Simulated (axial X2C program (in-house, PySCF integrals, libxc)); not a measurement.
# A two-component session on BrCu⁺: properties at the nuclei

Wanted for BrCu⁺: properties at the nuclei, at the two-component level.

Method: two-component X2C with atomic mean-field terms, Br dyall-cv3z, Cu dyall-cv3z; program: an in-house X2C program for linear molecules on PySCF integrals.

All values are calculated.

### Step 1. The job

Input file task.json:

```json
{"zs": [35, 29], "q": 1, "bas": ["dyall-cv3z", "dyall-cv3z"], "r0": 2.26, "levels": ["PBE0", "HF", "PBE", "BP86", "PBE50"], "nst": 3}
```

Keys: zs atomic numbers; q charge; bas basis sets; r0 starting distance in Å; levels methods (HF also brings MP2); nst determinants followed.

On the command line:

```console
python soeom.py task.json out
```

Further steps of the session: Expectation values, lowest determinant; Expectation values, a higher determinant; Expectation values, a higher determinant.

What does the calculation give? Wanted: lowest determinant; Eeff magnitude; Ws magnitude Br; A∥/gI Br; qzz Br; higher determinant (for each run or level that gives them).

**Answer**, as computed:

```
                                        quantity                                    value
                              lowest determinant  Ω = 3/2 (excess of +ω over −ω: ω = 3/2)
                    Eeff magnitude (GV/cm), PBE0                                    0.173
                     Ws magnitude Br (kHz), PBE0                                   0.0669
                            A∥/gI Br (MHz), PBE0                                      514
                             qzz Br (a.u.), PBE0                                    -0.24
                              higher determinant  Ω = 1/2 (excess of +ω over −ω: ω = 1/2)
Eeff magnitude (GV/cm), PBE0, higher determinant                                    0.203
 Ws magnitude Br (kHz), PBE0, higher determinant                                    0.202
        A∥/gI Br (MHz), PBE0, higher determinant                                     2420
         qzz Br (a.u.), PBE0, higher determinant                                    -0.16
                              higher determinant  Ω = 5/2 (excess of +ω over −ω: ω = 5/2)
Eeff magnitude (GV/cm), PBE0, higher determinant                                   0.0281
 Ws magnitude Br (kHz), PBE0, higher determinant                                  0.00752
        A∥/gI Br (MHz), PBE0, higher determinant                                     2.14
         qzz Br (a.u.), PBE0, higher determinant                                     7.76
```

**Reading.** In the first state, the effective field runs from 0.0851 to 0.352 GV/cm over the mean-field levels, so the levels don't agree on it. The expectation values come from single determinants, which for open shells can mix terms of unlike spin or miss the lowest Ω, so a determinant need not be a state. Eeff is the effective electric field on the electron dipole moment in this Ω state and Ws the scalar–pseudoscalar constant (defined with the proton number Z and per Ω); A∥ is the parallel hyperfine constant, which follows by multiplying with the nuclear g factor gI = μI/(I μN); qzz is the electric field gradient, eQq0 = 234.96 MHz × Q/barn × qzz. The operators were transformed with the bare-nucleus X2C matrices.
